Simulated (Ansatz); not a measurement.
ScB2, space group P6/mmm, a frozen displacement of one atom

Program: Ansatz 0.2.0 through its Python package.

Run as a notebook:

In [1]:
```python
import ansatz as az
import numpy as np
```

In [2]:
```python
vectors = np.array([
    [3.15, 0.0, 0.0],
    [-1.575, 2.72798, 0.0],
    [0.0, 0.0, 3.52],
])
cell = (
    az.Lattice.of(vectors)
    .atom("Sc", (0.0, 0.0, 0.0))
    .atom("B", (1 / 3, 2 / 3, 0.5))
    .atom("B", (2 / 3, 1 / 3, 0.5))
)
```

In [3]:
```python
inverse = np.linalg.inv(np.array(cell.lattice.vectors))
home = np.array(cell.sites[0].position)
values = np.linspace(-0.05, 0.05, 5)
energies, pulls = [], []
for shift in values:
    moved = cell.move(0, to=home + shift * inverse[2])
    calculation = (
        moved.calculation()
        .kpoints(spacing=0.2)
        .basis(650)
        .occupations("fermi_dirac")
        .functional("r2SCAN")
        .forces()
    )
    summary = calculation.run(threads=1).report
    energies.append(summary["free_energy_ev"])
    pulls.append(summary["forces_ev_ang"][0][2])
```

In [4]:
```python
print("shift (A)   dE (eV)   force along z (eV/A)")
for shift, e, f in zip(values, energies, pulls):
    print(f"{shift:8.3f} {e - energies[2]:10.5f} {f:12.4f}")
print(f"stiffness from energies {2 * np.polyfit(values, energies, 2)[0]:.3f}, from forces {-np.polyfit(values, pulls, 1)[0]:.3f} eV/A^2")
```
```text
shift (A)   dE (eV)   force along z (eV/A)
  -0.050    0.01210       0.4839
  -0.025    0.00303       0.2421
   0.000    0.00000       0.0000
   0.025    0.00303      -0.2421
   0.050    0.01210      -0.4839
stiffness from energies 9.679, from forces 9.680 eV/A^2
```

The curvature of the energy gives 9.679 eV/Å² and the slope of the force 9.680 eV/Å², a positive curvature.

Notes:
- In a metal a curvature from energy changes of a few meV or less hangs on mesh and smearing, in size and even in sign.
- The structure is a deposited one; some such entries were measured under pressure or heat, so a shift against it needn't be the functional's error alone.
- All periodic images of the atom move with it, so the curvature is one diagonal element of the zone-centre force constants and no normal mode; a positive value doesn't exclude soft modes in which several atoms move.
- Wall time of the script: 39 s on 1 thread of Arm Neoverse V2, on a shared host, peak memory 0.54 GiB.
